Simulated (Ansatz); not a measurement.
# Si2W: the cost of one run

Program: Ansatz 0.2.0. Level of theory: DFT r2SCAN, scalar-relativistic, plane waves, PAW. These are calculated values, not measurements.

1 further run of the same task is left out (it didn't finish).

## 1. The starting structure

Symmetry: I4/mmm, No. 139, tetragonal system. The conventional cell has a = 3.214 Å, b = 3.214 Å, c = 7.830 Å, α = 90.00°, β = 90.00°, γ = 90.00°. Around Si (site symmetry 4mm) lie 5 Si at 2.59 to 2.63 Å and 5 W at 2.62 Å. Around W (site symmetry 4/mmm) lie 10 Si at 2.62 Å.

Structure file:

```cif
data_structure
_symmetry_space_group_name_H-M 'I4/mmm'
_symmetry_Int_Tables_number 139
_cell_length_a 3.2138
_cell_length_b 3.2138
_cell_length_c 7.8299
_cell_angle_alpha 90.000
_cell_angle_beta 90.000
_cell_angle_gamma 90.000
_cell_volume 80.87
loop_
_atom_site_label
_atom_site_type_symbol
_atom_site_symmetry_multiplicity
_atom_site_Wyckoff_symbol
_atom_site_fract_x
_atom_site_fract_y
_atom_site_fract_z
_atom_site_occupancy
Si1 Si 4 e 0.00000 0.00000 0.33470 1
W1 W 2 a 0.00000 0.00000 0.00000 1
```

The structure comes from the Crystallography Open Database.

(A quick probe on a coarse mesh, which set the mesh and smearing, is not shown.)

## 3. Full relaxation

Input file input.yaml:

```yaml
crystal:
  lattice:
    - [-1.6069, 1.6069, 3.91495]
    - [1.6069, -1.6069, 3.91495]
    - [1.6069, 1.6069, -3.91495]
  atoms:
    - { symbol: Si, position: [0.3347, 0.3347, 0.0] }
    - { symbol: Si, position: [0.6653, 0.6653, 0.0] }
    - { symbol: W, position: [0.0, 0.0, 0.0] }
basis:
  ecutwfc: 500
kpoints:
  mp_grid: { grid: [18, 18, 18] }
hamiltonian:
  xc: r2scan
scf:
  occupations: { method: gaussian, width: 0.1 }
output:
  forces: true
  stress: true
  eigenvalues: true
  write_density: true
  write_potential: true
  elf: true
  volumetric_format: npy
relax:
  adjacent_minimum: "off"
  f_tol: 0.005
  max_steps: 80
  cell: { stress_tol: 0.05 }
```

Launch:

```console
$ ansatz run input.yaml --threads 1 --pin off --max-ram 2560MiB --backend cpu --events-out ev --progress --plain --runs-dir out
```

**Question.** How long does this run take on 1 thread of Arm Neoverse V2, shared host, and how much memory does it need?

About 2.7 min, with a peak of 0.83 GiB.
